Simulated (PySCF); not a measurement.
**WOCl2: singlet, from a trigonal planar start**

Where does singlet WOCl2 go from a trigonal planar start, is the end point a minimum, and what are its modes, charges and moments?

Method: B3LYP, basis W def2-SVP with ECP60, O def2-SVP, Cl def2-SVP, scalar-relativistic core potentials, no spin–orbit coupling, density fitting; program: PySCF 2.14.0.

## 1. The system as given

4 atoms, charge 0, spin multiplicity 1.

Bond lengths: W1–O2 1.770 Å, W1–Cl3 2.360 Å, W1–Cl4 2.360 Å. Angles: O2–W1–Cl3 120.0°, O2–W1–Cl4 120.0°, Cl3–W1–Cl4 120.0°.

Z-matrix (Å, degrees; charge 0 multiplicity 1):
```
W
O  1 1.7700
Cl 1 2.3600 2 120.00
Cl 1 2.3600 2 120.00 3 180.00
```

## 2. Trigonal planar start, singlet: relaxation

The steps below are one call of a driver around PySCF. For each, scf.py gives the equivalent set-up of the SCF; relaxations use the driver's own optimiser. Before each start the driver seeks the lowest SCF state from one or more starting densities and follows internal instabilities, so scf.py alone need not reach the same state.

The program finds C2v symmetry in the start, which this walk keeps.

Input file scf.py:

```python
from pyscf import gto, scf, dft
mol = gto.M(atom='''
W     -0.100440    -0.173968    -0.000000
O     -0.985448    -1.706863    -0.000000
Cl     2.259552    -0.173963     0.000000
Cl    -1.280448     1.869837     0.000000''',
    basis={'W': 'def2-SVP', 'O': 'def2-SVP', 'Cl': 'def2-SVP'},
    ecp={'W': 'def2-SVP'},
    charge=0, spin=0)
mf = dft.RKS(mol, xc='B3LYP')
mf.grids.atom_grid = (50, 194)
aux = {'W': 'def2-universal-JKFIT', 'O': 'def2-universal-JKFIT', 'Cl': 'def2-universal-JKFIT'}
mf = mf.density_fit(auxbasis=aux)
mf.kernel()
```

The optimiser's trace:

```tsv
step	energy (Eh)	change (kJ/mol)	largest symmetric gradient (Eh/bohr)
0	-1062.520191	0.00	0.07411
1	-1062.534068	-36.43	0.03989
2	-1062.536263	-42.20	0.00317
3	-1062.536819	-43.66	0.00287
4	-1062.537116	-44.44	0.00171
5	-1062.537121	-44.45	0.00020
6	-1062.537121	-44.45	0.00002
```

The walk needed 6.6 s of wall time on 4 threads, shared host.

Positions (Å) and forces (eV/Å) along the way:

```
step 0
W   -0.100  -0.174   0.000  -1.138  -2.001   0.000
O   -0.985  -1.707   0.000   2.190   3.817   0.000
Cl   2.260  -0.174   0.000  -1.743  -0.207   0.000
Cl  -1.280   1.870   0.000   0.691  -1.609   0.000
step 1
W   -0.097  -0.169   0.000   1.195   2.046   0.000
O   -0.928  -1.608   0.000  -0.727  -1.234   0.000
Cl   2.189  -0.203   0.000  -0.512  -0.246   0.000
Cl  -1.270   1.794   0.000   0.044  -0.566   0.000
step 3
W   -0.061  -0.107   0.000  -0.038  -0.093   0.000
O   -0.904  -1.566   0.000   0.074   0.154   0.000
Cl   2.184  -0.269   0.000   0.095  -0.096   0.000
Cl  -1.325   1.757   0.000  -0.130   0.035   0.000
step 6
W   -0.045  -0.077   0.000   0.013  -0.009   0.000
O   -0.885  -1.533   0.000  -0.011   0.007   0.000
Cl   2.199  -0.320   0.000   0.000   0.003   0.000
Cl  -1.377   1.745   0.000  -0.003  -0.002   0.000
```

It settles in C2v symmetry, 44.4 kJ/mol below the start, after 6 steps: W–Cl 2.257 Å (×2), W–O 1.680 Å; Cl–W–Cl 132.4°, Cl–W–O 113.8° (×2).

## 3. Is it a minimum? Harmonic modes

On the finer grid the gradient is checked again; gradients at displacements of ±0.01 bohr then give force constants and infrared intensities.

Changes to scf.py since step 2:

```diff
@@ -3,4 +3,4 @@
-W     -0.100440    -0.173968    -0.000000
-O     -0.985448    -1.706863    -0.000000
-Cl     2.259552    -0.173963     0.000000
-Cl    -1.280448     1.869837     0.000000''',
+W     -0.068493    -0.118635     0.000000
+O     -0.908626    -1.573801     0.000000
+Cl     2.175511    -0.360831     0.000000
+Cl    -1.400259     1.703620    -0.000000''',
@@ -11 +11 @@
-mf.grids.atom_grid = (50, 194)
+mf.grids.atom_grid = (75, 302)
```

This SCF starts from the last density.

Log of the central SCF (cycles and frontier levels):

```text
init E= -1062.53709843026
  HOMO = -0.240219483381998  LUMO = -0.145614783905326  gap/eV = 2.57432
cycle= 1 E= -1062.53709842794  delta_E= 2.32e-09  |g|= 0.0001  |ddm|= 0.000175
  HOMO = -0.240190614031009  LUMO = -0.145589883303836  gap/eV = 2.57422
cycle= 2 E= -1062.53709841762  delta_E= 1.03e-08  |g|= 0.000212  |ddm|= 0.000369
  HOMO = -0.240210026824199  LUMO = -0.145606595025007  gap/eV = 2.57429
cycle= 3 E= -1062.53709843092  delta_E= -1.33e-08  |g|= 4.08e-06  |ddm|= 0.00025
  HOMO = -0.240210178944751  LUMO = -0.145606751998301  gap/eV = 2.57429
cycle= 4 E= -1062.53709843092  delta_E= -2.05e-12  |g|= 1.4e-07  |ddm|= 2.76e-06
  HOMO = -0.240210167833381  LUMO = -0.145606735735628  gap/eV = 2.57429
Extra cycle  E= -1062.53709843093  delta_E= -2.5e-12  |g|= 4.18e-07  |ddm|= 4.16e-07
converged SCF energy = -1062.53709843093
```

The whole step took 16 s.

Geometry: C2v; W–Cl 2.257 Å (×2), W–O 1.680 Å; Cl–W–Cl 132.3°, Cl–W–O 113.8° (×2).

Modes, for the most abundant isotopes:

| symmetry | ω (cm⁻¹) | IR (km/mol) | type |
| --- | --- | --- | --- |
| b1 | 99 | 2.3 | bend |
| a1 | 106 | 0.4 | bend |
| b2 | 171 | 0.2 | bend |
| a1 | 401 | 12.1 | stretch |
| b2 | 434 | 77.2 | stretch |
| a1 | 1065 | 117 | stretch |

No imaginary mode, so this is a minimum.

Constants and moments:

```
Dipole moment                                                   : 1.50 D
Highest occupied level                                          : -6.54 eV
Lowest empty level                                              : -3.96 eV
Rotational constants                                            : 0.1715, 0.05655, 0.04253 cm⁻¹
Zero-point energy                                               : 13.6 kJ/mol
Principal polarisabilities                                      : 51.7, 55.2, 73.3 bohr³
Atomisation energy without zero-point energy                    : 1537 kJ/mol
Principal traceless quadrupole moments about the centre of mass : -2.10, 0.35, 1.75 D Å
Entropy at 298.15 K and 1 bar                                   : 335.6 J/(mol K)
Heat capacity Cp at 298.15 K                                    : 70.7 J/(mol K)
Enthalpy at 298.15 K above 0 K                                  : 16.96 kJ/mol
Rotational symmetry number                                      : 2
```

Charges (e) and bond orders:

| atom | Mulliken | Löwdin | polar tensor | Mayer order to W1 |
| --- | --- | --- | --- | --- |
| W1 | 0.61 | -0.31 | 1.36 | – |
| O2 | -0.24 | -0.05 | -0.58 | 2.34 |
| Cl3,4 | -0.19 | 0.18 | -0.39 | 1.28 |

Outer orbital energies (eV). occupied: -11.96, -11.28, -10.55, -10.43, -10.06, -10.02, -9.80, -6.54; empty: -3.96, -2.69, -1.77, -1.45.

Mulliken populations on W1 (outside its core potential): s 2.89, p 6.30, d 4.08, f 0.11.

## 4. Would spin polarisation lower it?

At the lowest minimum the closed shell is tested against spin polarisation, on the (50, 194) grid. It is unstable: an open-shell solution lies lower. That solution was not followed to a minimum here.

## 5. Results

| quantity | value |
| --- | --- |
| minimum | singlet, C2v (closed shell, unstable towards spin polarisation) |
| geometry | W–Cl 2.257 Å (×2), W–O 1.680 Å; Cl–W–Cl 132.3°, Cl–W–O 113.8° (×2) |
| wavenumbers (cm⁻¹) | 99 (b1), 106 (a1), 171 (b2), 401 (a1), 434 (b2), 1065 (a1) |
| dipole moment | 1.50 D |
| highest occupied, lowest empty level | -6.54, -3.96 eV |
| polar-tensor charge of W1 | +1.36 e |
| zero-point energy | 13.6 kJ/mol |

What this shows: The trigonal planar start keeps its C2v symmetry and ends in a minimum. The strongest infrared band lies at 1065 cm⁻¹ (a1, stretch). Other starts or spin states, not run here, may lie lower. Spin polarisation would lower this closed shell, so its numbers describe a constrained state. Spin–orbit coupling, left out here, can matter for elements this heavy.

The search up to here took 27 s.
